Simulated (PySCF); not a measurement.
# CH₅B₂Cl: core binding energies at several levels of theory, part 3 of 3

PySCF 2.14.0. Atoms count from 0. Earlier steps stand in the parts before.

## (9) Core-electron binding energies: SCAN, non-relativistic

Job settings and geometry (Å):

```
{"job": {"kind": "xps", "x2c": false}, "charge": 0, "multiplicity": 1}
B     -0.882527     0.518369     0.063577
C      0.304926    -0.466144    -0.155730
B      1.529287     0.107655     0.610021
Cl     2.913605     0.758743    -0.247518
H     -1.393081     1.102372    -0.863923
H     -1.298867     0.725168     1.180815
H      0.509203    -0.710209    -1.205767
H      0.028838    -1.363273     0.435799
H      1.573906     0.158833     1.813777
```

With the program's defaults for keys left out, this is: delta-SCF UKS SCAN, pcX-2 on the ionised atom, pcseg-1 elsewhere, non-relativistic.

The log of the run:

```text
ground state, core basis on atom 0 (B), 116 functions
  cycle   1  E = -550.95379227  |g| = 3.96e-01
  cycle   2  E = -550.93219787  |g| = 4.72e-01
  cycle   3  E = -550.99622121  |g| = 4.31e-02
  cycle   4  E = -550.99676886  |g| = 1.59e-02
  cycle   5  E = -550.99684187  |g| = 4.74e-03
  cycle   6  E = -550.99684888  |g| = 2.09e-03
  cycle   7  E = -550.99685074  |g| = 4.79e-04
  E(ground) = -551.00497542 Eh
hole in B 1s of atom 0
  cycle   1  E = -543.36807217  |g| = 1.15e+00
  cycle   2  E = -541.24122174  |g| = 1.95e+00
  cycle   3  E = -543.56533976  |g| = 5.17e-01
  cycle   4  E = -543.74548020  |g| = 2.18e-01
  cycle   5  E = -543.77139546  |g| = 1.03e-01
  cycle   6  E = -543.77831478  |g| = 4.28e-02
  cycle   7  E = -543.77875632  |g| = 3.76e-02
  cycle   8  E = -543.77975657  |g| = 1.51e-02
  cycle   9  E = -543.77999083  |g| = 7.76e-03
  cycle  10  E = -543.78002827  |g| = 5.34e-03
  cycle  11  E = -543.78004926  |g| = 2.09e-03
  cycle  12  E = -543.78005207  |g| = 7.39e-04
  cycle  13  E = -543.78005279  |g| = 1.70e-04
  E(ion) = -543.78775402 Eh   <S^2> = 0.9769   hole on atom = 1.000   binding energy = 196.391 eV
ground state, core basis on atom 1 (C), 116 functions
  cycle   1  E = -551.00426477  |g| = 3.99e-02
  cycle   2  E = -551.00421997  |g| = 1.96e-02
  cycle   3  E = -551.00427058  |g| = 1.48e-02
  cycle   4  E = -551.00433276  |g| = 9.53e-04
  cycle   5  E = -551.00433172  |g| = 1.98e-04
  E(ground) = -551.01106349 Eh
hole in C 1s of atom 1
  cycle   1  E = -539.77319627  |g| = 1.51e+00
  cycle   2  E = -539.13929155  |g| = 1.77e+00
  cycle   3  E = -540.26994559  |g| = 3.62e-01
  cycle   4  E = -540.29825263  |g| = 2.43e-01
  cycle   5  E = -540.33595539  |g| = 4.68e-02
  cycle   6  E = -540.33703688  |g| = 6.56e-03
  cycle   7  E = -540.33705950  |g| = 3.13e-03
  cycle   8  E = -540.33706846  |g| = 8.16e-04
  cycle   9  E = -540.33706813  |g| = 4.06e-04
  E(ion) = -540.34176898 Eh   <S^2> = 0.7655   hole on atom = 1.000   binding energy = 290.326 eV
ground state, core basis on atom 2 (B), 116 functions
  cycle   1  E = -550.99874449  |g| = 4.51e-02
  cycle   2  E = -550.99829082  |g| = 5.01e-02
  cycle   3  E = -550.99901603  |g| = 1.19e-02
  cycle   4  E = -550.99905735  |g| = 2.23e-03
  cycle   5  E = -550.99906214  |g| = 3.24e-04
  E(ground) = -551.00749605 Eh
hole in B 1s of atom 2
  cycle   1  E = -543.33245644  |g| = 1.16e+00
  cycle   2  E = -541.12235318  |g| = 2.07e+00
  cycle   3  E = -543.59924825  |g| = 4.50e-01
  cycle   4  E = -543.72446074  |g| = 1.92e-01
  cycle   5  E = -543.74165836  |g| = 1.08e-01
  cycle   6  E = -543.74808133  |g| = 4.76e-02
  cycle   7  E = -543.74967887  |g| = 1.15e-02
  cycle   8  E = -543.74979997  |g| = 4.98e-03
  cycle   9  E = -543.74983128  |g| = 3.57e-03
  cycle  10  E = -543.74984750  |g| = 1.52e-03
  cycle  11  E = -543.74985183  |g| = 7.00e-04
  cycle  12  E = -543.74985298  |g| = 2.12e-04
  E(ion) = -543.75629516 Eh   <S^2> = 0.8116   hole on atom = 1.000   binding energy = 197.315 eV
ground state, core basis on atom 3 (Cl), 127 functions
  cycle   1  E = -551.03002006  |g| = 3.37e-02
  cycle   2  E = -551.03006535  |g| = 1.55e-02
  cycle   3  E = -551.03010337  |g| = 9.19e-03
  cycle   4  E = -551.03012070  |g| = 2.98e-03
  cycle   5  E = -551.03012232  |g| = 6.08e-04
  cycle   6  E = -551.03012289  |g| = 7.98e-05
  E(ground) = -551.01821863 Eh
hole in Cl 1s of atom 3
  cycle   1  E = -446.20475900  |g| = 5.42e+00
  cycle   2  E = -446.72722974  |g| = 2.10e+00
  cycle   3  E = -447.19966788  |g| = 6.86e-01
  cycle   4  E = -447.38574143  |g| = 2.61e-01
  cycle   5  E = -447.42134763  |g| = 1.02e-01
  cycle   6  E = -447.42668151  |g| = 2.49e-02
  cycle   7  E = -447.42689250  |g| = 1.43e-02
  cycle   8  E = -447.42699574  |g| = 2.50e-03
  cycle   9  E = -447.42699917  |g| = 8.88e-04
  cycle  10  E = -447.42699941  |g| = 2.77e-04
  E(ion) = -447.42610315 Eh   <S^2> = 0.7522   hole on atom = 1.000   binding energy = 2818.885 eV
hole in Cl 2p of atom 3
  cycle   1  E = -542.96125441  |g| = 1.69e+00
  cycle   2  E = -542.99349843  |g| = 1.22e+00
  cycle   3  E = -543.37155108  |g| = 2.61e-01
  cycle   4  E = -543.40120253  |g| = 1.48e-01
  cycle   5  E = -543.41395296  |g| = 3.47e-02
  cycle   6  E = -543.41451203  |g| = 1.19e-02
  cycle   7  E = -543.41457951  |g| = 3.82e-03
  cycle   8  E = -543.41458427  |g| = 7.14e-04
  cycle   9  E = -543.41458614  |g| = 2.38e-04
  E(ion) = -543.41395199 Eh   <S^2> = 0.7516   hole on atom = 1.001   binding energy = 206.923 eV
  2p3/2 = 206.342 eV   2p1/2 = 207.968 eV
```

Wall time 18 s (1 thread of Arm Neoverse V1, shared host); peak memory 0.45 GiB.

The holes in one table. −ε is the ground-state orbital energy:

| hole | stands for | environment | ΔSCF (eV; 2p as the shell's mean) | −ε (eV) | ⟨S²⟩ |
| --- | --- | --- | --- | --- | --- |
| B1s on B0 | B0 | boron bonded to C, 2 H | 196.39 (doubtful) | 180.7 | 0.977 |
| C1s on C1 | C1 | sp3 CH2 bonded to 2 B | 290.33 | 273.3 | 0.765 |
| B1s on B2 | B2 | boron bonded to C, Cl, H | 197.32 | 181.7 | 0.812 |
| Cl1s on Cl3 | Cl3 | chlorine bonded to B | 2818.89 | 2753.8 | 0.752 |
| Cl2p on Cl3 | Cl3 | chlorine bonded to B | 206.88 | 193.6 | 0.752 |

Doubtful: the ion did not converge, its hole moved, or its ⟨S²⟩ is well above 0.75.

With the spin-orbit splitting: Cl3 2p3/2 206.34, 2p1/2 207.97 eV. The table gives each 2p level as the mean over the whole 2p shell (two parts 2p3/2, one part 2p1/2), which differs a little from the single hole in the log.

## (10) Summary of results

This closing draws on all 3 parts.

| quantity | value |
| --- | --- |
| C1s binding energies, SCAN/pcX-2 | C1 290.43 eV |
| B1s binding energies, SCAN/pcX-2 (standing for 1 of 2 atoms) | B2 197.36 eV |
| Cl1s binding energies, SCAN/pcX-2 | Cl3 2828.93 eV |
| Cl2p binding energies, SCAN/pcX-2 | Cl3 206.89 eV |
| B1s binding energies, B3LYP/pcX-2 | B2 197.61, B0 196.80 eV |
| C1s binding energies, B3LYP/pcX-2 | C1 290.45 eV |
| Cl1s binding energies, B3LYP/pcX-2 | Cl3 2826.52 eV |
| Cl2p binding energies, B3LYP/pcX-2 | Cl3 206.52 eV |
| C1s binding energies, PBE0/pcX-2 | C1 289.96 eV |
| B1s binding energies, PBE0/pcX-2 (standing for 1 of 2 atoms) | B2 197.00 eV |
| Cl1s binding energies, PBE0/pcX-2 | Cl3 2825.89 eV |
| Cl2p binding energies, PBE0/pcX-2 | Cl3 206.32 eV |
| C1s binding energies, PBE/pcX-2 | C1 289.63 eV |
| B1s binding energies, PBE/pcX-2 (standing for 1 of 2 atoms) | B2 196.42 eV |
| Cl1s binding energies, PBE/pcX-2 | Cl3 2824.45 eV |
| Cl2p binding energies, PBE/pcX-2 | Cl3 205.90 eV |
| B1s binding energies, HF/pcX-2 | B2 197.69, B0 196.70 eV |
| C1s binding energies, HF/pcX-2 | C1 290.07 eV |
| Cl1s binding energies, HF/pcX-2 | Cl3 2829.85 eV |
| Cl2p binding energies, HF/pcX-2 | Cl3 206.30 eV |
| C1s binding energies, SCAN/pcX-1 | C1 290.42 eV |
| B1s binding energies, SCAN/pcX-1 (standing for 1 of 2 atoms) | B2 197.35 eV |
| Cl1s binding energies, SCAN/pcX-1 | Cl3 2828.96 eV |
| Cl2p binding energies, SCAN/pcX-1 | Cl3 207.01 eV |
| C1s binding energies, SCAN/def2-TZVP | C1 290.81 eV |
| B1s binding energies, SCAN/def2-TZVP (standing for 1 of 2 atoms) | B2 197.70 eV |
| Cl1s binding energies, SCAN/def2-TZVP | Cl3 2833.09 eV |
| Cl2p binding energies, SCAN/def2-TZVP | Cl3 207.45 eV |
| C1s binding energies, SCAN/pcX-2, non-relativistic | C1 290.33 eV |
| B1s binding energies, SCAN/pcX-2, non-relativistic (standing for 1 of 2 atoms) | B2 197.32 eV |
| Cl1s binding energies, SCAN/pcX-2, non-relativistic | Cl3 2818.89 eV |
| Cl2p binding energies, SCAN/pcX-2, non-relativistic | Cl3 206.88 eV |

Single values in the summary come from the first sound run of each kind (SCAN/pcX-2), which need not be the best level. At B3LYP/pcX-2: The B1s levels kept as sound span 0.81 eV, from B0 (boron bonded to C, 2 H) up to B2 (boron bonded to C, Cl, H). At HF/pcX-2: The B1s levels kept as sound span 0.99 eV, from B0 (boron bonded to C, 2 H) up to B2 (boron bonded to C, Cl, H).
